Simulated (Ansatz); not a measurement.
**Ti5Si: tests of the settings**

One table from this session's results is given with a row withheld; the runs are named, their logs left out.

Program: Ansatz 0.2.0. Level of theory: DFT PBEsol, scalar-relativistic, plane waves, PAW for the base; runs at other levels say so in their headings and inputs, unless a step's input says otherwise. These are calculated values, not measurements.

1 further run of the same task is left out (set aside as unsound or not needed). Runs told in other sessions of the task aren't counted.

## The starting structure

It takes space group R32 (No. 155, trigonal). The conventional cell has a = 5.046 Å, b = 5.046 Å, c = 13.323 Å, α = 90.00°, β = 90.00°, γ = 120.00°. Ti (site symmetry 3) has 9 Ti at 2.83 to 2.94 Å and 3 Si at 2.92 Å in its first shell of neighbours. Ti (site symmetry 2) is surrounded by 8 Ti at 2.69 to 2.88 Å and 2 Si at 2.71 Å. Si (site symmetry 32) is surrounded by 12 Ti at 2.71 to 2.92 Å.

Coordinates:

```cif
data_structure
_symmetry_space_group_name_H-M 'R32:H'
_symmetry_Int_Tables_number 155
_cell_length_a 5.0457
_cell_length_b 5.0457
_cell_length_c 13.3227
_cell_angle_alpha 90.000
_cell_angle_beta 90.000
_cell_angle_gamma 120.000
_cell_volume 293.74
loop_
_atom_site_label
_atom_site_type_symbol
_atom_site_symmetry_multiplicity
_atom_site_Wyckoff_symbol
_atom_site_fract_x
_atom_site_fract_y
_atom_site_fract_z
_atom_site_occupancy
Ti1 Ti 6 c 0.00000 0.00000 0.15144 1
Ti2 Ti 9 d 0.60535 0.00000 0.00000 1
Si1 Si 3 b 0.33333 0.66667 0.16667 1
```

The structure comes from the Materials Project (structure only); it is used as listed.

## The base run, which the others are set against

Input file input.yaml:

```yaml
crystal:
  lattice:
    - [2.5228393509, 1.4565619783, 4.4409048145]
    - [-2.5228393509, 1.4565619783, 4.4409048145]
    - [0.0, -2.9131239567, 4.4409048145]
  atoms:
    - { symbol: Ti, position: [0.15143967, 0.15143967, 0.15143967] }
    - { symbol: Ti, position: [0.60535, 0.39465, 0.0] }
    - { symbol: Ti, position: [0.0, 0.60535, 0.39465] }
    - { symbol: Ti, position: [0.84856033, 0.84856033, 0.84856033] }
    - { symbol: Ti, position: [0.39465, 0.0, 0.60535] }
    - { symbol: Si, position: [0.5, 0.5, 0.5] }
basis:
  ecutwfc: 420
kpoints:
  mp_grid: { grid: [12, 12, 12] }
hamiltonian:
  xc: pbesol
scf:
  occupations: { method: gaussian, width: 0.1 }
output:
  forces: true
  stress: true
  eigenvalues: true
  populations: true
  write_density: true
  write_potential: true
  elf: true
  volumetric_format: npy
```

It was run beforehand and gave: -2165.4856 eV/atom at zero smearing, pressure -4.41 GPa, largest force 0.067 eV/Å, no gap on the mesh, in 7 SCF cycles and 86 s.

Set-up of the first run:

Input file input.yaml:

```yaml
crystal:
  lattice:
    - [2.5228393509, 1.4565619783, 4.4409048145]
    - [-2.5228393509, 1.4565619783, 4.4409048145]
    - [0.0, -2.9131239567, 4.4409048145]
  atoms:
    - { symbol: Ti, position: [0.15143967, 0.15143967, 0.15143967] }
    - { symbol: Ti, position: [0.60535, 0.39465, 0.0] }
    - { symbol: Ti, position: [0.0, 0.60535, 0.39465] }
    - { symbol: Ti, position: [0.84856033, 0.84856033, 0.84856033] }
    - { symbol: Ti, position: [0.39465, 0.0, 0.60535] }
    - { symbol: Si, position: [0.5, 0.5, 0.5] }
basis:
  ecutwfc: 420
kpoints:
  mp_grid: { grid: [12, 12, 12] }
hamiltonian:
  xc: lda
scf:
  occupations: { method: gaussian, width: 0.1 }
output:
  forces: true
  stress: true
  eigenvalues: true
relax:
  adjacent_minimum: "off"
  f_tol: 0.01
  max_steps: 60
  cell: { stress_tol: 0.05 }
```

The run is started by

```console
> ansatz run input.yaml --threads 1 --pin off --max-ram 2560MiB --backend cpu --events-out ev --progress --plain --runs-dir out
```

Steps of the session up to this table: Relaxation, functional: LDA; Relaxation, functional: PBEsol; Relaxation, functional: PBE; Relaxation, functional: r2SCAN.

One table of the session follows, with a row left open; its other results are not shown here.

| functional | a (Å) | c (Å) | volume (Å³/atom) |
| --- | --- | --- | --- |
| LDA | ? | ? | ? |
| PBEsol | 4.980 | 13.197 | 15.74 |
| PBE | 5.048 | 13.315 | 16.33 |
| r2SCAN | 5.034 | 13.264 | 16.17 |

Estimate the missing values for LDA.

The run gave: a (Å): 4.916; c (Å): 13.094; volume (Å³/atom): 15.22. In the column «a (Å)» it is the lowest.
